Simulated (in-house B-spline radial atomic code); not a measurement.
# Sm²³⁺: Hartree-Fock with and without relativity

How do the shells of Sm²³⁺ move when the Schrödinger Hamiltonian gives way to Dirac's?

Method: Hartree-Fock averaged over the configuration, non-relativistic (point nucleus) and Dirac-Coulomb (finite nucleus); spherical all-electron atom at the radial basis limit. Code: in-house B-spline radial atomic code version 1.

### 1 What is computed

* element: samarium (Z = 62)
* charge: +23
* electrons: 39
* configuration: [Kr] 4d3
* nucleus: point (non-relativistic run); Fermi, rms radius 5.082 fm (Dirac runs)

The outer shells:

[Kr] 4d3
```
[Kr] core
4d [↑ ][↑ ][↑ ][  ][  ]
```

The boxes draw the filling by Hund's rule, which heavy ions in jj coupling don't follow; these runs average over all states of the configuration.

### 2 Non-relativistic run

Input settings:

```ini
Z = 62
electrons = 39.0
configuration = [Kr] 4d3
hamiltonian = nr
method = hf
spin_polarised = False
```

### 3 Dirac-Coulomb run

Input settings:

```ini
Z = 62
electrons = 39.0
configuration = [Kr] 4d3
hamiltonian = dirac
method = hf
spin_polarised = False
nucleus = fermi
rms_radius = 5.0819
mass_number = 152
atomic_mass = 151.919738646
speed_of_light = 137.035999084
```

### 4 Dirac-Coulomb run in the lowest jj configuration, 1s2 2s2 2p6 3s2 3p6 3d10 4s2 4p6 4d-3

In configurations, a minus sign after the shell means j = l − 1/2 and a plus sign j = l + 1/2; the count of electrons follows.

The settings differ from step 3 so:

```diff
@@ -2,3 +2,3 @@
 electrons = 39.0
-configuration = [Kr] 4d3
+configuration = 1s2 2s2 2p6 3s2 3p6 3d10 4s2 4p6 4d-3
 hamiltonian = dirac
```

Before running: How much does each shell's level and mean radius change with the Dirac Hamiltonian, and the total energy?

The runs gave:

Levels and radii; the Dirac values are averaged over j with the occupations as weights.

| shell | ε non-rel. (eV) | ε Dirac (eV) | <r> non-rel. (bohr) | <r> Dirac (bohr) | change of <r> (%) |
| --- | --- | --- | --- | --- | --- |
| 1s | -45192.3 | -47802.1 | 0.02447 | 0.02274 | -7.09 |
| 2s | -7836.37 | -8505.81 | 0.1042 | 0.09635 | -7.56 |
| 2p | -7464.58 | -7676.81 | 0.08859 | 0.08516 | -3.87 |
| 3s | -2275.78 | -2434.14 | 0.2674 | 0.2520 | -5.79 |
| 3p | -2111.08 | -2166.80 | 0.2573 | 0.2498 | -2.89 |
| 3d | -1808.77 | -1796.19 | 0.2292 | 0.2284 | -0.39 |
| 4s | -927.20 | -972.23 | 0.5654 | 0.5406 | -4.38 |
| 4p | -854.74 | -870.88 | 0.5707 | 0.5589 | -2.08 |
| 4d | -740.41 | -738.23 | 0.5738 | 0.5733 | -0.09 |

What this shows: The total energy moves by -394.92 hartree, or -4 %, between the two Hamiltonians (nuclear size included). The first-order mass-velocity and Darwin terms of the non-relativistic run add up to -350.47 hartree, 89 % of it. Averaged over j, the 2s shell contracts most (-7.56 %). Spin-orbit coupling splits the 4d level by 6.723 eV and the 2p level by 604.86 eV. The lowest jj configuration lies 12.911 eV below the average over the whole configuration. Breit terms add 9.11 hartree and QED terms 6.14 hartree.
